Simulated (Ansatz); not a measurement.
# Ti: the cost of one run

Method: DFT PBEsol, scalar-relativistic, plane waves, PAW, in Ansatz 0.2.0.

### 1 The structure to begin with

It takes space group Fd-3m (No. 227, cubic). Conventional cell: a = 5.378 Å, b = 5.378 Å, c = 5.378 Å, α = 90.00°, β = 90.00°, γ = 90.00°. Around Ti (site symmetry -43m) lie 4 Ti at 2.33 Å.

Coordinates:

```
Ti
1.0
     0.00000    2.68904    2.68904
     2.68904    0.00000    2.68904
     2.68904    2.68904    0.00000
Ti
2
Direct
  0.50000 0.50000 0.50000
  0.75000 0.75000 0.75000
```

This is candidate A: diamond type (Fd-3m, No. 227).

(A quick probe on a coarse mesh, which set the mesh and smearing, is not shown.)

### 3 Full relaxation (candidate A)

The input, input.yaml:

```yaml
crystal:
  lattice:
    - [0.0, 2.6890383116, 2.6890383116]
    - [2.6890383116, 0.0, 2.6890383116]
    - [2.6890383116, 2.6890383116, 0.0]
  atoms:
    - { symbol: Ti, position: [0.5, 0.5, 0.5] }
    - { symbol: Ti, position: [0.75, 0.75, 0.75] }
basis:
  ecutwfc: 420
kpoints:
  mp_grid: { grid: [18, 18, 18] }
hamiltonian:
  xc: pbesol
scf:
  occupations: { method: gaussian, width: 0.1 }
output:
  forces: true
  stress: true
  eigenvalues: true
relax:
  adjacent_minimum: "off"
  f_tol: 0.01
  max_steps: 80
  cell: { stress_tol: 0.05 }
```

Q: Estimate wall time and peak memory on 1 thread of an x86-64 CPU, shared host.

About 21 s, with a peak of 0.47 GiB.
